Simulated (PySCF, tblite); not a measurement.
# C8H12P−: geometry, infrared bands and NMR shifts

Wanted: the infrared bands and NMR shifts of C8H12P− (`Cc1cc[p-]c1C(C)C`), by calculation.

Programs: tblite 0.8.0 and PySCF 2.14.0, with density-fitted response routines of our own. Each step states its level of theory. These are calculated values for one molecule in the gas phase, unless marked as measured. Atoms count from 0, in the outputs and in this text.

### Step 1. The starting structure

21 atoms, charge -1, multiplicity 1; geometry from: force field or distance geometry start.

Bonds of the start (Å): C0–C1 1.53, C1–C2 1.35, C2–C3 1.38, C3–P4 1.86, P4–C5 1.69, C5–C6 1.47, C6–C7 1.52, C6–C8 1.50, C5–C1 1.36, C0–H9 1.12, C0–H10 1.10, C0–H11 1.10, C2–H12 1.10, C3–H13 1.08, C6–H14 1.11, C7–H15 1.10, C7–H16 1.11, C7–H17 1.12, C8–H18 1.09, C8–H19 1.12, C8–H20 1.12.

### Step 2. Relaxing the molecule with GFN2-xTB

What the job is given:

```
{"job": {"kind": "relax", "xc": "GFN2-xTB", "basis": "xTB"}, "charge": -1, "multiplicity": 1}
C      1.389800    -1.243600     1.426800
C      1.369000    -0.230000     0.282800
C      2.515900     0.296000    -0.201600
C      2.369300     1.202400    -1.235500
P      0.526600     1.290400    -1.499500
C      0.198000     0.170900    -0.276200
C     -1.188300    -0.217100     0.034600
C     -1.818500     0.676400     1.089300
C     -2.081300    -0.178300    -1.176100
H      0.530300    -1.050500     2.115700
H      1.351300    -2.275400     1.061900
H      2.299300    -1.129200     2.036800
H      3.506900     0.038500     0.194100
H      3.183400     1.709300    -1.735600
H     -1.266200    -1.246600     0.449100
H     -1.981400     1.678400     0.659900
H     -1.094700     0.731700     1.934200
H     -2.795600     0.214900     1.391000
H     -1.608000    -0.589800    -2.066000
H     -2.381700     0.876700    -1.412400
H     -3.033100    -0.708000    -0.918900
```

Started as:

```console
$ OMP_NUM_THREADS=1 python probes_run.py task.json out
```

This one command runs all jobs of the session in turn.

**Question.** This job is followed by: GFN2-xTB harmonic vibrations, gas phase; GIAO PBE0/pcSseg-1 NMR shielding, non-relativistic, gas phase. Predict these results of the whole session: strongest single infrared mode (GFN2-xTB); zero-point energy (GFN2-xTB); 13C shifts against TMS (PBE0/pcSseg-1, means over atoms taken as alike); 1H shifts against TMS (PBE0/pcSseg-1, means over atoms taken as alike); 31P shifts against H3PO4 (PBE0/pcSseg-1).

As calculated:

| quantity | value |
| --- | --- |
| strongest single infrared mode (GFN2-xTB) | 2954 cm⁻¹, 326 km/mol |
| zero-point energy (GFN2-xTB) | 109.2 kcal/mol |
| 13C shifts against TMS (PBE0/pcSseg-1, means over atoms taken as alike) | 156.4, 129.3, 119.4, 119.3, 34.9, 30.9, 17.7 ppm |
| 1H shifts against TMS (PBE0/pcSseg-1, means over atoms taken as alike) | 6.61, 6.38, 2.98, 2.34, 1.24 ppm |
| 31P shifts against H3PO4 (PBE0/pcSseg-1) | 63.5 ppm |

In words: Over 90 steps the energy fell by 0.753 eV; of the close pairs, C3–P4 changed most, 1.864 to 1.742 Å. All 57 modes are real, so the xTB geometry is a minimum. The strongest single mode, at 2954 cm⁻¹, moves mainly H20. GFN2-xTB is a fitted tight-binding method: band positions and strengths are rough. Its intensities can rank the bands wrongly. At PBE0/pcSseg-1: The widest tensor belongs to P4: span 274 ppm, with a paramagnetic part of -716 ppm. NICS(1)zz of -28 ppm above the planar ring from C1 marks a diatropic (aromatic) ring current.
